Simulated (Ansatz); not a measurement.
# SiC: a relaxation

The task is a relaxation on SiC. The structure is shown as the input types it.

Computed with Ansatz 0.2.0 (DFT, LDA, PAW with Ansatz's default frozen-core files, scalar-relativistic; relaxation of cell and atoms, unless a step's input says otherwise).

### 1 The structure to begin with

Symmetry: F-43m, No. 216, cubic system. The conventional cell has a = 4.329 Å, b = 4.329 Å, c = 4.329 Å, α = 90.00°, β = 90.00°, γ = 90.00°. Around Si (site symmetry -43m) lie 4 C at 1.87 Å. Around C (site symmetry -43m) lie 4 Si at 1.87 Å.

Structure file:

```
CELL_PARAMETERS angstrom
0.00000 2.16449 2.16449
2.16449 0.00000 2.16449
2.16449 2.16449 0.00000
ATOMIC_POSITIONS crystal
Si 0.00000 0.00000 0.00000
C 0.75000 0.75000 0.75000
```

### 2 The run

The input, input.yaml:

```yaml
crystal:
  lattice:
    - [0.0, 2.16448890774, 2.16448890774]
    - [2.16448890774, 0.0, 2.16448890774]
    - [2.16448890774, 2.16448890774, 0.0]
  atoms:
    - { symbol: Si, position: [0.0, 0.0, 0.0] }
    - { symbol: C, position: [0.75, 0.75, 0.75] }
kpoints:
  mp_grid: { grid: [8, 8, 8] }
scf:
  occupations: { method: fixed }
  NELM: 60
  max_iter: 80
hamiltonian:
  xc: lda
  pseudopotentials: { kind: paw }
relax:
  f_tol: 0.002
  max_steps: 80
  cell: { p_target: 20 }
output:
  forces: true
  stress: true
```

Command:

```sh
ansatz run input.yaml --threads 1 --pin off --max-ram 2560MiB --backend cpu --events-out ev --progress --plain --runs-dir out
```

What happens when this is run?

The run ended at the input check. It says: «line 13 column 3: unknown field `NELM`, expected one of max_iter, algorithm, n_extra_bands, self_checks, convergence, ...»

The suspect setting: scf.NELM is 60; scf.max_iter is 80. A setting was typed under another program's name, or in the wrong section.

The cure: delete scf.NELM and scf.max_iter.
